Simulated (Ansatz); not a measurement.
**ZrSiH3+ (triplet): the correlation ladder, def2-SVP**

The task here is to estimate one member of a computed series from the others.

Method: def2-SVP, core rule «outside noble gas», up to 9 orbitals frozen; program: Ansatz 0.2.0, Gaussian basis.

Plan: UHF; CCSD(T) on ROHF; CCSD(T) on UHF; CISD as a restricted active space (open shells left free, so some higher excitations enter); CCSDT(Q) on ROHF; CCSDT(Q) on UHF; CASSCF and NEVPT2, 10 electrons in 10 orbitals.

17 further runs of the same task are left out: 7 that didn't finish, 10 set aside as unsound or not needed. Runs told in other sessions of the task aren't counted.

## What is computed

The geometry is a PBE0/def2-TZVP stationary point (not a proven minimum) of the parent state, kept for this charge and spin. No spin-orbit coupling is included. Elements past krypton take def2 core potentials.

5 atoms, charge 1, spin multiplicity 3.

Atoms are counted from 1 here; the program's logs count them from 0.

Bond lengths: Zr1–Si2 2.309 Å, Zr1–H3 1.966 Å, Zr1–H4 1.966 Å, Si2–H3 1.650 Å, Si2–H4 1.650 Å, Si2–H5 1.480 Å. Angles: Si2–Zr1–H3 44.5°, Si2–Zr1–H4 44.5°, H3–Zr1–H4 71.8°, Zr1–Si2–H3 56.7°, Zr1–Si2–H4 56.7°, Zr1–Si2–H5 155.8°, H3–Si2–H4 88.7°, H3–Si2–H5 108.3°, H4–Si2–H5 108.3°, Zr1–H3–Si2 78.8°, Zr1–H4–Si2 78.8°.

The first run:

The input, in.yaml:

```yaml
crystal:
  periodic: [false, false, false]
  atoms:
    - {symbol: Zr, position_ang: [-0.008859, 0.000000, 0.583581]}
    - {symbol: Si, position_ang: [0.095132, 0.000000, -1.723166]}
    - {symbol: H, position_ang: [-0.699272, -1.153566, -0.851546]}
    - {symbol: H, position_ang: [-0.699271, 1.153566, -0.851546]}
    - {symbol: H, position_ang: [-0.450481, 0.000000, -3.099406]}
basis:
  gaussian: {orbitals: def2-SVP}
total_charge: 1
magnetization: {spin_polarized: true, initial_magnetization: 2}
hamiltonian: {xc: hf}
output: {orbitals: {seedname: orbitals}}
```

On the command line:

```
$ ansatz run in.yaml --threads 1 --pin off --events-out ev --progress --plain --max-ram 2393MiB
```

Steps of the session up to this table: UHF; CCSD(T) on ROHF; CCSD(T) on UHF; CISD as a restricted active space (open shells left free, so some higher excitations enter); CCSDT(Q) on ROHF; CCSDT(Q) on UHF; CASSCF and NEVPT2, 10 electrons in 10 orbitals.

One of the session's tables, all rows but one given; the rest of the session is left out.

| method | from RCCSDT(Q) (kJ/mol) |
| --- | --- |
| ROHF | +518.9 |
| UHF | +505.4 |
| RMP2 | +111.8 |
| UMP2 | +107.1 |
| RCCSD | +24.1 |
| UCCSD | +17.7 |
| RCCSD(T) | +4.4 |
| UCCSD(T) | -1.6 |
| RCCSDT | +0.8 |
| UCCSDT | -5.4 |
| RCCSDT(Q) | 0 |
| UCCSDT(Q) | -6.4 |
| CASSCF frontier | +356.5 |
| NEVPT2 frontier | ? |

Estimate the missing values for NEVPT2 frontier.

The run gave: from RCCSDT(Q) (kJ/mol): +109.1. In the column «from RCCSDT(Q) (kJ/mol)» it lies between UMP2 (+107.1) and RMP2 (+111.8).

Not comparable, so not listed: CISD as a restricted active space (open shells left free, so some higher excitations enter) (they don't share determinant, frozen orbitals or solution with the rows shown, or repeat one).

Caveats from the session: Restricted and unrestricted rows rest on different reference determinants; a gap between their highest levels can come from leftover correlation error, from unlike frozen cores or from another state.
